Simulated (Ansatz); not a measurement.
# C started on a P site in zincblende BP, 16 atoms, charge −1, part 3 of 3

Ansatz 0.2.0, PAW.

## Step 6: Run again with mixing beta 1.0, density threshold 0.0001 eV

Contents of in.yaml:

```yaml
crystal:
  lattice:
    - [0.000000, 4.520189, 4.520189]
    - [4.520189, 0.000000, 4.520189]
    - [4.520189, 4.520189, 0.000000]
  atoms:
    - { symbol: B, position: [0.012779, 0.989033, 0.002687] }
    - { symbol: B, position: [0.501746, 0.485542, 0.510252] }
    - { symbol: B, position: [0.992859, 0.003099, 0.503240] }
    - { symbol: B, position: [0.513845, 0.504103, 0.989104] }
    - { symbol: B, position: [0.999378, 0.506491, 0.988211] }
    - { symbol: B, position: [0.490072, 0.003930, 0.497531] }
    - { symbol: B, position: [0.501734, 0.004097, 0.998801] }
    - { symbol: B, position: [0.006828, 0.490987, 0.498753] }
    - { symbol: P, position: [0.135112, 0.116685, 0.117907] }
    - { symbol: P, position: [0.109934, 0.128997, 0.626650] }
    - { symbol: P, position: [0.635451, 0.623187, 0.121038] }
    - { symbol: P, position: [0.119824, 0.629266, 0.132294] }
    - { symbol: P, position: [0.616727, 0.137963, 0.611676] }
    - { symbol: P, position: [0.638753, 0.113861, 0.105268] }
    - { symbol: P, position: [0.134415, 0.618300, 0.628783] }
    - { symbol: C, position: [0.624560, 0.620451, 0.643062] }
kpoints:
  mp_grid: { grid: [2, 2, 2], shift: [0.5, 0.5, 0.5] }
hamiltonian:
  xc: pbesol
total_charge: -1
scf:
  occupations: { method: fermi_dirac, width: 0.01 }
  max_iter: 70
  convergence: { dr2_threshold: 1e-04 }
  mixing: { beta: 1 }
output:
  forces: true
  eigenvalues: true
  stress: true
```

The run is started by

```
$ ansatz run in.yaml --threads 8 --pin off --max-ram 13300MiB --runs-dir r --events-out ev --progress --plain
```

Standard output:

```text
Pseudopotentials: kind: paw
Functional definition: PBEsol
  exchange = pbesol_x
  correlation = pbesol_c
Crystal: 16 atoms, lattice volume = 184.714 Å³
Basis set: ecut = 420 eV, 3695 PW (Γ), exchange–correlation on 90×90×90 points (8 copies of the dense FFT grid, shifted against one another)
Bands: 48, of which v1, the nominal top of the filled ones, is band 32 counted from 1 (31 counted from 0)
Symmetry: 1 space group operations
Space group: P1 (ITA 1), of the structure as read, at distance tolerance 5.7e-5 Å
k-points: 4 of 8 (time reversal used)
Non-local potential: B, projectors of the file, l = 0: 2, l = 1: 2, l = 2: 1
Non-local potential: P, projectors of the file, l = 0: 2, l = 1: 2, l = 2: 2
Non-local potential: C, projectors of the file, l = 0: 2, l = 1: 2, l = 2: 1
PAW form: soft (Blöchl's): semilocal exchange-correlation on the pseudo side does not see the compensation charge
PAW frozen core: B, regenerated for the run's functional, and the local potential with it (the file was generated under x = pbe(κ = 0.804, μ = 0.2195149727645171), c = pbe(β = 0.06672455060314922))
PAW frozen core: P, regenerated for the run's functional, and the local potential with it (the file was generated under x = pbe(κ = 0.804, μ = 0.2195149727645171), c = pbe(β = 0.06672455060314922))
PAW frozen core: C, regenerated for the run's functional, and the local potential with it (the file was generated under x = pbe(κ = 0.804, μ = 0.2195149727645171), c = pbe(β = 0.06672455060314922))
PAW one-centre angular grid: B, 110 points (default); XC on 64 Gauss nodes
PAW one-centre angular grid: P, 110 points (default); XC on 64 Gauss nodes
PAW one-centre angular grid: C, 110 points (default); XC on 64 Gauss nodes
Initial density: superposition of atomic densities (neutral atoms scaled as one to the charged cell's electrons: chi_scale 0, normalization atom), corrected by the library's trained network
Initial wavefunctions: pseudopotential atomic-orbital guess
Functional: x = pbesol(κ = 0.804, μ = 0.12345679012345678), c = pbesol(β = 0.046)
SCF iter   1: F=—  HF=-6641.814891 eV  |F-HF|=—  |Δ(HF+E_count)|=         —  Δρ=7.97e-3  dr2=1.49e-1  ethr=1.77e-3  ⟨swp⟩=8.0  Hψ=1038  notcnv=0  defer=9
preconditioner: auto → Resta (q_TF=auto, 2.287 Å⁻¹)  ε∞=5.3  [insulator: Δε(μ)=1.370 eV  Ē_g=10.599 eV  σ=0.010 eV  W_gap=1.00  n_scr=26 (ndim 8)  ℏωp=21.9 eV  f_vac=0.000  D(μ)=0.00/eV (n_scr^D=0)  ε∞_Penn≈5.3]
SCF iter   2: F=—  HF=-6641.772857 eV  |F-HF|=—  |Δ(HF+E_count)|=   4.20e-2  Δρ=2.90e-3  dr2=2.44e-2  ethr=2.33e-4  ⟨swp⟩=3.0  Hψ=367  notcnv=0  defer=38
SCF iter   3: F=—  HF=-6641.771638 eV  |F-HF|=—  |Δ(HF+E_count)|=   1.22e-3  Δρ=2.31e-3  dr2=1.51e-2  ethr=3.82e-5  ⟨swp⟩=3.2  Hψ=306  notcnv=0  defer=10
automatic band count: iteration 3 solves 41 bands in place of 48: the levels show a gap, and the empty bands left out lie too high to hold charge; the band table lists the bands solved (type scf.n_extra_bands for more)
SCF iter   4: F=—  HF=-6641.768696 eV  |F-HF|=—  |Δ(HF+E_count)|=   2.94e-3  Δρ=3.98e-4  dr2=3.74e-4  ethr=2.36e-5  ⟨swp⟩=2.2  Hψ=283  notcnv=0  defer=10
iter 5 did not close the SCF: its close was put off for the readings that it lacked (scf_convergence_deferred on its scf_iter line)
SCF iter   5: F=-6641.768701 eV  HF=-6641.768693 eV  |F-HF|=8.13e-6  |Δ(HF+E_count)|=   3.66e-6  Δρ=1.07e-4  dr2=1.65e-5  ethr=5.85e-7  ⟨swp⟩=2.2  Hψ=263  notcnv=0  defer=10
SCF iter   6: F=-6641.768703 eV  HF=-6641.768703 eV  |F-HF|=5.28e-8  |Δ(HF+E_count)|=   1.06e-5  Δρ=1.44e-5  dr2=4.30e-7  ethr=2.58e-8  ⟨swp⟩=8.5  Hψ=732  notcnv=0
SCF 1 converged in 6 iterations: F = -6641.768703 eV  dr2 = 4.30e-7
SCF converged after 6 iterations
Free energy (F): -6641.768703 eV
Harris-Foulkes:  -6641.768703 eV  (|F-HF|=5.28e-8)
Internal energy: -6641.768703 eV  (E = F + TS)
E sigma→0 (E₀):  -6641.768703 eV
Fermi energy:    9.520607 eV
--- Per-component energies (eV) ---
  E_band       = 151.353992
  E_kinetic    = 990.578950
  E_local      = -604.161437  (includes V_loc(G=0)·N_el)
  E_nonlocal   = 357.278102
  E_hartree    = 148.024768
  E_xc         = -744.775980
  E_vxc        = -807.317758  (∫ρ·V_xc dr)
  E_paw        = -4577.726184  (= ΣΔE_a)
  E_vpaw       = -81.074912  (= ΣTr[D̂ρ^β])
  E_aug_tail   = 0.000004  (compensation charges beyond the density's cutoff)
  E_ewald      = -2211.448387
  E_core_change = 0.461460  (= ΣΔE_core)
  E_smearing   = -0.000000  (= −TS)
  E_closure    = -0.000000  (closes the sum)
  E_deformation_potential = -15.778233  (in the stress; not in F)
  Σ components = -6641.768703   (vs F -6641.768703, Δ=0.00e0)
--- Forces (eV/Å), atoms counted from 1 ---
  atom   1  B      0.07722659    -1.45063262    -0.10829815
  atom   2  B      2.20910288     0.01832768     3.52264676
  atom   3  B     -1.05153240    -0.28256821    -0.20030668
  atom   4  B     -1.68661765    -1.82892643     0.44782568
  atom   5  B      0.17792671     1.78776070    -0.29331413
  atom   6  B     -2.03294602     1.42142521    -1.24615460
  atom   7  B     -1.90851133    -0.66771575    -0.40817645
  atom   8  B      3.12198534    -1.58183132    -1.28370647
  atom   9  P      1.94297221    -0.03307353     0.18920860
  atom  10  P     -0.93122311     1.31086562     0.93224486
  atom  11  P      0.76382276    -0.31065758    -1.04369693
  atom  12  P     -2.21276321     0.98958189     0.02927250
  atom  13  P     -1.11361658     1.63067587    -1.64739462
  atom  14  P      3.33460496     1.07931800     0.58944201
  atom  15  P     -0.39720887    -1.56800446     0.21078661
  atom  16  C     -0.29335547    -0.51467537     0.30963238
  max |Σ_I F_I| component: 1.33e-4 eV/Å
--- Stress (GPa, compression-positive) ---
       -9.185342      -2.412728       0.207718
       -2.412728      -9.311319      -0.896511
        0.207717      -0.896512      -8.614204
  P = ⅓ Tr σ = -9.0370 GPa (-90.370 kbar)
--- Band table (eV) ---
  k-point 0: bands = ["-6.5118", "-4.4460", "-3.4912", "-3.4312", "-3.2435", "-2.5039", "-2.4645", "-1.2444", "-0.1080", "0.0963", "0.1516", "0.6611", "1.2065", "1.2791", "1.6323", "3.6898", "3.7230", "4.0239", "4.7794", "4.9217", "4.9982", "5.7336", "5.8221", "6.1090", "6.3154", "6.6433", "6.7586", "7.2411", "7.4088", "7.6255", "8.6005", "8.8374", "10.2038", "10.3219", "10.5022", "11.5982", "11.8237", "11.8922", "12.0625", "12.3729", "12.4126"]
  k-point 1: bands = ["-5.8232", "-5.0633", "-4.3981", "-3.7837", "-3.4000", "-2.7033", "-2.1636", "-1.2271", "0.4324", "0.8026", "0.9846", "1.5792", "1.9260", "2.7396", "2.8535", "3.1035", "3.2309", "3.7207", "4.1075", "4.2041", "4.5198", "4.6959", "5.1065", "5.3710", "5.5785", "5.8774", "6.0995", "6.1491", "6.3940", "7.1902", "7.7652", "8.0973", "10.7867", "11.3911", "11.8496", "12.2029", "12.2606", "12.7875", "12.8881", "13.1743", "13.4070"]
  k-point 2: bands = ["-5.8311", "-5.0538", "-4.3683", "-3.7769", "-3.4840", "-2.6521", "-2.1849", "-1.2086", "0.5204", "0.8185", "0.9334", "1.5486", "1.9127", "2.7170", "2.8953", "3.0997", "3.2011", "3.5215", "4.1604", "4.2540", "4.5070", "4.7153", "5.0811", "5.5251", "5.6153", "5.8214", "5.9582", "6.1654", "6.6165", "7.2102", "7.6594", "8.0914", "10.8320", "11.4577", "11.9037", "12.0811", "12.1881", "12.7651", "13.0383", "13.1806", "13.3700"]
  k-point 3: bands = ["-5.8418", "-5.0519", "-4.3296", "-3.8370", "-3.4161", "-2.6363", "-2.2089", "-1.2950", "0.3953", "0.8544", "1.0105", "1.5779", "2.0853", "2.6226", "2.8684", "3.0675", "3.2017", "3.5676", "4.1623", "4.2963", "4.6618", "4.7656", "5.0913", "5.3308", "5.4561", "5.8652", "6.0689", "6.2559", "6.5539", "6.8864", "7.7963", "8.1129", "10.7319", "11.5046", "11.7705", "12.1041", "12.3454", "12.7161", "12.9768", "13.1842", "13.3755"]
```

Run time: 0.5 s. Hardware: 8 threads of Intel Xeon 6975P-C, shared host; peak memory 0.53 GiB.

Against the first run: energy 0.0 meV/atom; forces by 0.000 eV/Å rms; frontier spacing 1.37 eV (base 1.37). These settings lie under the recommended ones, though here the change is small.

## Step 7: Outcome

The summary covers parts 1 to 3.

| settings | status | cycles | time | energy from base (meV/atom) | forces from base (eV/Å rms) | filled to empty level on the mesh (eV) |
| --- | --- | --- | --- | --- | --- | --- |
| base | converged | 7 | 0.7 s (8 CPU threads) | 0 | 0 | 1.37 |
| cutoff 650 eV | converged | 7 | 0.7 s (8 CPU threads) | -1.2 | 0.001 | 1.37 |
| mixing beta 0.4 | converged | 7 | 0.5 s (8 CPU threads) | 0.0 | 0.000 | 1.37 |
| density threshold 1e-05 eV, density cutoff ratio 2, mixer broyden | converged, settings too loose | 6 | 0.6 s (8 CPU threads) | -0.3 | 0.000 | 1.37 |
| mixing beta 1.0, density threshold 0.0001 eV | converged, settings too loose | 6 | 0.5 s (8 CPU threads) | 0.0 | 0.000 | 1.37 |

**Reading.** Among these variants the forces move most with cutoff 650 eV (0.001 eV/Å rms).
